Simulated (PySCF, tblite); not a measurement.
**C₅H₆BCl₃: geometry, infrared bands and NMR shifts**

Wanted: the infrared bands and NMR shifts of C₅H₆BCl₃ (`Cl/C=C1\CC[C@@H]1B(Cl)Cl`), by calculation.

Computed with tblite 0.8.0 and PySCF 2.14.0, with density-fitted response routines of our own, on a single molecule in the gas phase. Atoms count from 0, in the outputs and in this text.

**1. The molecule as given**

15 atoms, charge 0, multiplicity 1; geometry from: force field or distance geometry start.

Bonds of the start (Å): Cl0–C1 1.75, C1–C2 1.33, C2–C3 1.52, C3–C4 1.49, C4–C5 1.50, C5–B6 1.61, B6–Cl7 1.86, B6–Cl8 1.84, C5–C2 1.52, C1–H9 1.08, C3–H10 1.11, C3–H11 1.13, C4–H12 1.11, C4–H13 1.12, C5–H14 1.11.

**2. Optimising the geometry with GFN2-xTB**

The job: settings as JSON, then the geometry in Å.

```
{"job": {"kind": "relax", "xc": "GFN2-xTB", "basis": "xTB"}, "charge": 0, "multiplicity": 1}
Cl    -1.731300     2.204100     2.087900
C     -0.480200     1.861000     0.914200
C     -0.434000     0.678600     0.298100
C     -1.268900    -0.587900     0.256500
C     -0.397500    -1.260900    -0.747500
C      0.424200    -0.005000    -0.747500
B      1.938100    -0.207300    -0.241500
Cl     2.296900    -0.934600     1.427000
Cl     3.347000     0.233600    -1.343300
H      0.282000     2.599700     0.722600
H     -2.301900    -0.409100    -0.109100
H     -1.253000    -1.117400     1.250200
H      0.104800    -2.165600    -0.346400
H     -0.916000    -1.419900    -1.725400
H      0.385400     0.538800    -1.717600
```

The run is started by

```console
OMP_NUM_THREADS=1 python probes_run.py task.json out
```

The driver reads the jobs from task.json and runs them one after another.

**Question.** This job is followed by: GFN2-xTB harmonic vibrations, gas phase; GIAO PBE0/pcSseg-1 NMR shielding, non-relativistic, gas phase. Predict these results of the whole session: strongest single infrared mode (GFN2-xTB); zero-point energy (GFN2-xTB); ¹³C shifts against TMS (PBE0/pcSseg-1); ¹H shifts against TMS (PBE0/pcSseg-1); ³⁵Cl shifts against HCl (PBE0/pcSseg-1, means over atoms taken as alike); ¹¹B shifts against BF3·OEt2 (PBE0/pcSseg-1); surface potential, 1st and 99th percentile.

The runs gave:

| quantity | value |
| --- | --- |
| strongest single infrared mode (GFN2-xTB) | 1106 cm⁻¹, 70 km/mol |
| zero-point energy (GFN2-xTB) | 62.8 kcal/mol |
| ¹³C shifts against TMS (PBE0/pcSseg-1) | 147.4, 125.2, 44.2, 28.4, 19.9 ppm |
| ¹H shifts against TMS (PBE0/pcSseg-1) | 6.10, 3.44, 2.87, 2.82, 2.53, 2.18 ppm |
| ³⁵Cl shifts against HCl (PBE0/pcSseg-1, means over atoms taken as alike) | 263, 182 ppm |
| ¹¹B shifts against BF3·OEt2 (PBE0/pcSseg-1) | 59.7 ppm |
| surface potential, 1st and 99th percentile | -0.56 V and 1.10 V |

The optimisation took 98 steps and gained 0.767 eV; among the close pairs (by a distance rule), B6–Cl7 changed most, from 1.855 to 1.713 Å. No mode is imaginary among the 39: a minimum at this level. The strongest single mode, at 1106 cm⁻¹, has its largest shares on C2, H9 and C5 (the list is cut at 3 atoms). Unscaled tight-binding wavenumbers are off by several per cent, some by more. Its intensities can rank the bands wrongly. The most deshielded hydrogen is H9 (hydrogen on an alkene CH), at 6.10 ppm: a vinylic proton, deshielded by the sp2 carbon and the C=C anisotropy. At PBE0/pcSseg-1: Shielding is most anisotropic at Cl7, Cl8 (span 514 ppm, paramagnetic term -460 ppm). At PBE0/pcSseg-1, counted by nearest atom on the grid, the HOMO lies on Cl0 26 %; C1, C2 about 26 % each, the LUMO on B6 55 %; Cl7, Cl8 about 12 % each.
